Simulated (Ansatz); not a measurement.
Working through a scan of the Hubbard U of BaTiO3, space group Pm-3m

With the Ansatz DFT code, driven from Python.

Interactive session:
```pycon
>>> import warnings
>>> import ansatz as az
>>> import numpy as np
>>> import pandas as pd
>>> OCCUPATIONS = "Fixed"
>>> FUNCTIONAL = "pbe"
>>> def count_gap(report):
...     # lowest empty less highest filled band, counting bands; zero where they overlap
...     return max(report.get("gap_by_band_count_ev") or 0.0, 0.0)
...
>>> warnings.simplefilter("ignore", az.DeckWarning)
>>> system = (
...     az.Lattice.of([4.006, 0.0, 0.0], [0.0, 4.006, 0.0], [0.0, 0.0, 4.006])
...     .atom("Ba", [0.5, 0.5, 0.5])
...     .atom("Ti", [0.0, 0.0, 0.0])
...     .atom("O", [0.5, 0.0, 0.0])
...     .atom("O", [0.0, 0.5, 0.0])
...     .atom("O", [0.0, 0.0, 0.5])
... )
>>> system.resolved().tree()["lattice"]
((4.006, 0.0, 0.0), (0.0, 4.006, 0.0), (0.0, 0.0, 4.006))
>>> job = system.calculation().kpoints(6).occupations(OCCUPATIONS).functional(FUNCTIONAL).band_table()
>>> rows = []
>>> for u in [1.0, 3.0, 5.0, 7.0]:
...     report = job.hubbard("Ti", "d", u_eff=u).run(threads=1, backend="cpu").report
...     shell = report["hubbard"]["n_scf"]
...     rows.append((u, count_gap(report), sum(shell) / len(shell), report["n_iterations"]))
...
>>> print(pd.DataFrame(rows, columns=["U_eff eV", "gap by band count eV", "Ti d occupation (projector)", "iterations"]).round(4).to_string(index=False))
 U_eff eV  gap by band count eV  Ti d occupation (projector)  iterations
      1.0                1.9043                       2.3140           8
      3.0                2.1285                       2.2261           9
      5.0                2.3946                       2.1330           9
      7.0                2.7138                       2.0354           9
```

From U = 1 to 7 eV the gap on the mesh goes from 1.90 eV to 2.71 eV.

What to keep in mind:
- The run is spin-unpolarised.
- Semilocal gaps usually lie well under measured ones.
- The Fermi level of a run with fixed occupations marks the highest occupied state on its mesh, not mid-gap.
- This is a high-temperature or high-pressure form, not the ambient phase.
- The structure is a deposited one; some such entries were measured under pressure or heat, so a shift against it needn't be the functional's error alone.
- Gaps and levels are Kohn-Sham values on a finite set of k-points, without spin-orbit coupling.
- Shell occupations and the effect of U depend on the projectors; a run with no .spin step is spin-unpolarised, and each U may end in a state that isn't the lowest.
- Run time: 9.8 s on 1 thread of Arm Neoverse V2, with other jobs on the host, peak memory 0.47 GiB.
